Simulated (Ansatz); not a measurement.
# AlGeH6NOS: the cost of one run

Program: Ansatz 0.2.0. Level of theory: RKS PBE-D4/def2-SVP. These are calculated values, not measurements.

### 1 The system as given

Bond lengths: N1–Al2 1.881 Å, Al2–S3 2.236 Å, Al2–Ge4 2.449 Å, Ge4–O5 1.850 Å, N1–H6 1.113 Å, N1–H7 1.046 Å, S3–H8 1.382 Å, Ge4–H9 1.593 Å, Ge4–H10 1.473 Å, O5–H11 1.019 Å. Angles: N1–Al2–S3 118.2°, N1–Al2–Ge4 123.4°, S3–Al2–Ge4 118.3°, Al2–N1–H6 105.4°, Al2–N1–H7 106.3°, H6–N1–H7 102.3°, Al2–S3–H8 94.6°, Al2–Ge4–O5 107.4°, Al2–Ge4–H9 107.2°, Al2–Ge4–H10 111.1°, O5–Ge4–H9 107.8°, O5–Ge4–H10 110.8°, H9–Ge4–H10 112.3°, Ge4–O5–H11 104.2°.

Structure file:

```xyz
11

N    -1.1587   -0.7710    1.7720
Al    0.4048   -0.3549    0.8120
S     2.3307   -1.2736    1.4787
Ge    0.4354    1.1170   -1.1450
O    -0.7264    0.4020   -2.3945
H    -1.6005    0.2101    2.0574
H    -1.8475   -1.1298    1.0707
H     2.2090   -2.3862    0.6673
H    -0.1520    2.5242   -0.6841
H     1.7943    1.2329   -1.7006
H    -1.6237    0.3722   -1.9134
```

### 2 Relaxing end A

Input file input.yaml:

```yaml
crystal:
  periodic: [false, false, false]
  atoms:
    - { symbol: "N", position_ang: [-1.1587, -0.771, 1.772] }
    - { symbol: Al, position_ang: [0.4048, -0.3549, 0.812] }
    - { symbol: S, position_ang: [2.3307, -1.2736, 1.4787] }
    - { symbol: Ge, position_ang: [0.4354, 1.117, -1.145] }
    - { symbol: O, position_ang: [-0.7264, 0.402, -2.3945] }
    - { symbol: H, position_ang: [-1.6005, 0.2101, 2.0574] }
    - { symbol: H, position_ang: [-1.8475, -1.1298, 1.0707] }
    - { symbol: H, position_ang: [2.209, -2.3862, 0.6673] }
    - { symbol: H, position_ang: [-0.152, 2.5242, -0.6841] }
    - { symbol: H, position_ang: [1.7943, 1.2329, -1.7006] }
    - { symbol: H, position_ang: [-1.6237, 0.3722, -1.9134] }
basis:
  gaussian: { orbitals: def2-SVP }
hamiltonian:
  xc: pbe
  dispersion: d4
relax:
  f_tol: 0.02
  max_steps: 50
```

The run is started by

```console
$ ansatz run input.yaml --threads 2 --pin off --max-ram 3072MiB --backend cpu --events-out ev --progress --plain --runs-dir out
```

Q: Estimate wall time and peak memory on 2 threads of Arm Neoverse V2, shared host.

About 45 s, with a peak of 0.19 GiB.
